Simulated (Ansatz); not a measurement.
# CaMg: how the settings move a single-point run

How sensitive is a single-point run of CaMg to its settings? A reference run comes first, then one run with altered input.

Program: Ansatz 0.2.0. Level of theory: reference: DFT, PBEsol, all-electron LAPW, scalar-relativistic; levels and slopes on a fine mesh, independent-particle optical spectra. These are calculated values, not measurements.

### Step 1. The starting structure

The structure is hexagonal, space group P-6m2 (No. 187). The conventional cell has a = 3.646 Å, b = 3.646 Å, c = 5.528 Å, α = 90.00°, β = 90.00°, γ = 120.00°. Ca (site symmetry -6m2) is surrounded by 6 Mg at 3.47 Å and 6 Ca at 3.65 Å. Around Mg (site symmetry -6m2) lie 6 Ca at 3.47 Å and 6 Mg at 3.65 Å.

Coordinates:

```
Ca Mg
1.0
     3.64556    0.00000    0.00000
    -1.82278    3.15715    0.00000
     0.00000    0.00000    5.52800
Ca Mg
1 1
Direct
  0.00000 0.00000 0.50000
  0.66667 0.33333 0.00000
```

### Step 2. Baseline

input.yaml

```yaml
crystal:
  lattice:
    - [3.64556460214, 0.0, 0.0]
    - [-1.82278230107, 3.15715155659, 0.0]
    - [0.0, 0.0, 5.52799984536]
  atoms:
    - { symbol: Ca, position: [0.0, 0.0, 0.5] }
    - { symbol: Mg, position: [0.666666666667, 0.333333333333, 0.0] }
kpoints:
  mp_grid: { grid: [12, 12, 6] }
scf:
  occupations: { method: fermi_dirac, width: 0.08 }
hamiltonian:
  xc: pbesol
  pseudopotentials: { kind: all_electron, lapw: { basis_error: 0.001 } }
output:
  forces: true
  stress: true
  eigenvalues: true
  eigenstates:
    nscf_kmesh: { grid: [16, 16, 12] }
    de_dk: true
    e_range: [-14, 14]
  optics:
    e_range: [0, 30]
    de: 0.2
    sigma: 0.25
    bands: { spectra_wanted_up_to: 30 }
    nscf_kmesh: { grid: [16, 16, 12] }
    drude_damping: 0.1
checkpoint:
  write: ck
  write_wavefunctions: false
```

The run is started by

```bash
$ ansatz run input.yaml --threads 2 --pin off --max-ram 6144MiB --backend cpu --events-out ev --progress --plain --runs-dir out
```

### Step 3. Variant: dispersion d3bj

Changes to input.yaml since step 2:

```diff
@@ -15,2 +15,3 @@
   pseudopotentials: { kind: all_electron, lapw: { basis_error: 0.001 } }
+  dispersion: d3bj
 output:
```

Before running it: what results should come out? Wanted: for each run, ending; energy change; pressure; gap; force.

The runs gave:

| run | ending | energy change | pressure (GPa) | gap (eV) | force (eV/Å) | cycles | time |
| --- | --- | --- | --- | --- | --- | --- | --- |
| reference | converged | 0 | 0.0 | 0.00 | 0.00 | - | 63 s (other work) |
| 1: dispersion d3bj | converged | -250.2 meV/atom (with the dispersion term) | -1.3 | 0.00 | 0.00 | 9 | 62 s |

Residual by cycle in the longest SCF loop of each run; runs are numbered as in the table. The quantity is the density residual dr2, in eV.

| cycle | reference | run 1 |
| --- | --- | --- |
| 1 | 0.422 | 0.422 |
| 2 | 0.0832 | 0.0832 |
| 3 | 0.0101 | 0.0101 |
| 4 | 8.3e-4 | 8.3e-4 |
| 5 | 1.2e-5 | 1.2e-5 |
| 6 | 2.0e-7 | 2.0e-7 |
| 7 | 1.2e-9 | 1.2e-9 |
| 8 | 1.6e-11 | 1.6e-11 |
| 9 | 2.2e-12 | 2.2e-12 |

What this shows: Changing the dispersion term moves the energy by -250.2 meV/atom, and the pressure goes from 0.0 to -1.3 GPa. The dispersion term adds attraction between atoms and pulls the pressure down.
